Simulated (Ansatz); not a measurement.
Predict the output of the script below (the Ansatz DFT code, driven from Python).

Input file `co.vasp`:
```text
Co
1.0
   2.50740000    0.00000000    0.00000000
  -1.25370000    2.17147210    0.00000000
   0.00000000    0.00000000    4.06990000
Co
2
Direct
   0.33333333    0.66666667    0.25000000
   0.66666667    0.33333333    0.75000000
```

The script, `kconv_co.py`:
```python
# -*- coding: utf-8 -*-
'''k-point test for Co.'''

import ansatz as az
from ase.io import read

atoms = read('co.vasp', format='vasp')
xtal = az.Crystal.from_ase(atoms).moments(Co=1.8)

job = (
    xtal.calculation()
    .functional(az.Functional.PBESOL)
    .occupations('fermi_dirac')
    .spin(az.SpinTreatment.COLLINEAR)
)

rows = []
for value in [0.9, 0.7, 0.55, 0.45, 0.35]:
    summary = job.kpoints(spacing=value).run(threads=1).report
    rows.append((value, summary['free_energy_ev'] / len(summary['lattice']['sites']), summary['n_iterations'], summary['magnetization_mub'], summary['n_kpoints']))

print('spacing (1/A)   F/atom (eV)    iterations  moment (muB)      k-points')
for row in rows:
    print(f'{str(row[0]):>12s}  {row[1]:12.5f}  {row[2]:12d}  {row[3]:12.3f}  {row[4]:12d}')

# differences from the last row
for row in rows[:-1]:
    shift = 1000 * (row[1] - rows[-1][1])
    print(f'{row[0]}: {shift:+.2f} meV/atom' + ('  (within 1 meV)' if abs(shift) < 1 else ''))
```

Running `python kconv_co.py` prints:
```text
DeckWarning: basis.ecutwfc = 420 eV, auto-derived from the records' recommended cutoffs: set by Co (normal level)
spacing (1/A)   F/atom (eV)    iterations  moment (muB)      k-points
         0.9   -5092.95847            10         3.360             8
         0.7   -5092.95401            11         3.543            10
        0.55   -5093.00293            10         3.266            14
        0.45   -5092.96122            10         3.262            24
        0.35   -5092.97287            10         3.127            36
0.9: +14.40 meV/atom
0.7: +18.86 meV/atom
0.55: -30.06 meV/atom
0.45: +11.65 meV/atom
```
(Warnings from the package without file and line.)

The magnetic order follows from the starting moments and needn't be the lowest. Shifts are counted from the finest mesh, which is itself no proven limit. Timing: 10 s on 1 thread of Intel(R) Xeon(R) Processor @ 2.30GHz, with other jobs on the host, peak memory 0.53 GiB.
